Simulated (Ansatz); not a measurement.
The system is MgB.

```xyz
2
Lattice="2.8952 0.0000 0.0000 0.0000 2.8952 0.0000 0.0000 0.0000 2.8952" Properties=species:S:1:pos:R:3 pbc="T T T"
Mg    0.0000    0.0000    0.0000
B     1.4476    1.4476    1.4476
```

The cell was built by a generator and needn't be a form met in nature.

| Item | Value |
| --- | --- |
| Program | Ansatz 0.2.0 |
| Task | relaxation of cell and atoms |
| Functional | PBEsol0 |
| Potentials or basis | Ansatz PAW |
| Cutoff | 420 eV (not typed: the program's choice for these potentials) |
| k mesh | 5 × 5 × 5 |
| Occupations | fermi-dirac, width 0.05 eV |
| Spin | no spin polarisation |

At the start: volume 12.13 Å³/atom.

Q: How do energy, volume and symmetry change on relaxing?

A: It ends after 4 steps and the volume is 11.85 Å³/atom (-2.4 %); space group Pm-3m (No. 221, to 0.05 Å).

The path:
```
step  energy change (eV)  largest force (eV/Å)  volume (Å³)
   1              0.0000                0.0000        24.27
   2             -0.0043                0.0000        23.77
   3             -0.0044                0.0000        23.69
   4             -0.0041                0.0000        23.69
```

Final structure:
```
Mg B
1.0
     2.87218    0.00000    0.00000
     0.00000    2.87218    0.00000
     0.00000    0.00000    2.87218
Mg B
1 1
Direct
  0.00000 0.00000 0.00000
  0.50000 0.50000 0.50000
```

Caveat: the k mesh is coarse (spacing up to 0.43 Å⁻¹), so the values aren't converged, least of all with exact exchange; the plane-wave basis is chosen anew once the cell has moved, so the energies of steps on either side of that aren't comparable; the PAW data sets come from PBE, with cores solved anew for the run's functional, which leaves a small shift of forces and pressure.
